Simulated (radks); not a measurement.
# Ionisation of Tb: one atom, several choices of relativity

One table from this session's results is given with a row withheld; the runs are named, their logs left out.

Method: Kohn-Sham, PBE, spin-unpolarised, spherical densities. Code: radks (a radial shooting solver on a logarithmic mesh, Libxc functionals) version 1.

**The system**

| Quantity | Value |
| --- | --- |
| element | terbium (Z = 65) |
| charge | 0 |
| electrons | 65 |
| configuration | [Xe] 4f9 6s2 |
| ion | Tb⁺, [Xe] 4f9 6s1 |
| choices | non-relativistic; scalar-relativistic; Dirac, 2j+1 shares; Dirac, low j first; scalar-relativistic, finite nucleus; Dirac, 2j+1 shares, finite nucleus; Dirac, c × 1.25; Dirac, c × 2; Dirac, c × 5 |

The first run:

Input:

```text
Z 65
configuration [Xe] 4f9 6s2 5d0 6p0
relativity non-relativistic
functional pbe,pbe
spin unpolarised
nucleus point
```

Among the steps run: non-relativistic: Tb.

One table of the session follows, with a row left open; its other results are not shown here.

It belongs to the step «non-relativistic: Tb». From the orbitals of this run (lengths in bohr):

| level | <r> | outermost maximum (interpolated) | 90 % within | nodes |
| --- | --- | --- | --- | --- |
| 4p | 0.5905 | 0.542 | 0.858 | 2 |
| 4d | ? | ? | ? | ? |
| 5s | 1.426 | 1.27 | 2.06 | 4 |
| 5p | 1.620 | 1.39 | 2.39 | 3 |
| 4f | 0.8544 | 0.545 | 1.48 | 0 |
| 6s | 4.439 | 3.80 | 6.55 | 5 |
| 5d | 3.144 | 2.03 | 5.31 | 2 |
| 6p | 5.932 | 4.88 | 8.93 | 4 |

Q: Estimate the row for 4d from the others.

As computed: <r>: 0.6248; outermost maximum (interpolated): 0.548; 90 % within: 0.939; nodes: 1. In the column «<r>» it lies between 4p (0.5905) and 4f (0.8544).

To keep in mind: Spin polarisation and multiplet splitting of open shells are left out at every level.
